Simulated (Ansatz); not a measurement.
The system is NaLaMnMoO6.

```
Na La Mn Mo O
1.0
     5.10934   -0.00669    0.01056
    -0.23945    5.68925    0.00703
    -0.92899   -2.82542    5.11884
Na La Mn Mo O
1 1 1 1 6
Direct
  0.40776 0.38086 0.07519
  0.03690 0.66325 0.68598
  0.44271 0.04268 0.40638
  0.90251 0.96387 0.30442
  0.73627 0.69569 0.99417
  0.72288 0.91846 0.55299
  0.70112 0.27368 0.37292
  0.19224 0.75325 0.36660
  0.17926 0.03365 0.11672
  0.20034 0.27462 0.63197
```

The cell was built by a generator and needn't be a form met in nature.

Base run:

* Program: Ansatz 0.2.0
* Functional: PBEsol
* Potentials or basis: Ansatz PAW
* Cutoff: 420 eV (not typed: the program's choice for these potentials)
* k mesh: 6 × 6 × 5
* Occupations: fermi-dirac, width 0.05 eV
* Spin: collinear spin, ferromagnetic start
* Starting moments: [0.0, 0.0, 4.0, 1.0, 0.0, 0.0, 0.0, 0.0, 0.0, 0.0] μB

Its results: band gap on the k mesh 0.79 eV, indirect (least direct gap 1.03 eV); pressure -4.5 GPa; net moment 3.00 μB per cell; site moments Na +0.00; La +0.01; Mn +2.62; Mo -0.15; O +0.02, +0.00, +0.01, +0.07 μB; largest force 0.359 eV/Å.

Task: The run is repeated on the same cell with these changes: functional from PBEsol to RPBE. What comes out?

Result: Band gap on the k mesh 0.87 eV, indirect (least direct gap 1.12 eV); pressure 3.3 GPa; net moment 3.00 μB per cell; site moments Na +0.00; La +0.01; Mn +2.67; Mo -0.18; O +0.02, +0.00, -0.00, +0.01, +0.07 μB; largest force 0.199 eV/Å.

RPBE binds less tightly than PBEsol, so the same cell stands under more pressure.

Caveats: spin-orbit coupling is left out, which moves the levels of the heavy elements; a cell with one magnetic atom can't hold antiferromagnetic order, which such compounds often take; the PAW data sets come from PBE, with cores solved anew for the run's functional, which leaves a small shift of forces and pressure; the starting moments weren't kept.
